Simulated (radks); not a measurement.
# Ionisation of La: one atom, several choices of functional

One table from this session's results is given with a row withheld; the runs are named, their logs left out.

Method: scalar-relativistic Kohn-Sham, spin-polarised, spherical densities, finite nucleus; open shells are filled with parallel spins first. Code: radks (a radial shooting solver on a logarithmic mesh, Libxc functionals) version 1.

**What is computed**

```
element       : lanthanum (Z = 57)
charge        : 0
electrons     : 57
configuration : [Xe] 5d1 6s2
ion           : La⁺, [Xe] 5d2
choices       : B86b exchange with PBE correlation; BP86; PW91; SCAN; Wu-Cohen GGA; revPBE; exchange-only r2SCAN; TASK exchange with Perdew-Wang LDA correlation; exchange-only LDA; SOGGA; LDA (Slater exchange, Perdew-Zunger correlation); MS2 meta-GGA
```

Outer shells as boxes (Hund's rule):

La
```
[Xe] core
5d [↑ ][  ][  ][  ][  ]
6s [↑↓]
```

La⁺
```
[Xe] core
5d [↑ ][↑ ][  ][  ][  ]
```

The first run:

Settings of this run:

```text
Z 57
configuration [Xe] 5d1 6s2
relativity scalar-relativistic
functional b86_mgc,pbe
spin polarised
nucleus finite rms 4.855 fm
c 137.035999084
```

Among the steps run: B86b exchange with PBE correlation: La.

One of the session's tables, all rows but one given; the rest of the session is left out.

It belongs to the step «B86b exchange with PBE correlation: La». From the orbitals of this run (lengths in bohr):

| level | <r> | outermost maximum (interpolated) | 90 % within | nodes |
| --- | --- | --- | --- | --- |
| 5s up | 1.559 | 1.41 | 2.24 | 4 |
| 5s down | 1.555 | 1.41 | 2.23 | 4 |
| 5p up | 1.807 | 1.59 | 2.64 | 3 |
| 5p down | 1.801 | 1.58 | 2.63 | 3 |
| 6s up | 4.374 | 3.79 | 6.39 | 5 |
| 6s down | 4.467 | 3.85 | 6.55 | 5 |
| 5d up | 2.973 | 2.22 | 4.73 | 2 |
| 5d down | ? | ? | ? | ? |

Estimate the missing values for 5d down.

The run gave: <r>: 3.039; outermost maximum (interpolated): 2.22; 90 % within: 4.88; nodes: 2. In the column «<r>» it lies between 5d up (2.973) and 6s up (4.374).

Limits of these values: Open shells are spherical and high-spin; term and fine-structure splittings are not resolved.
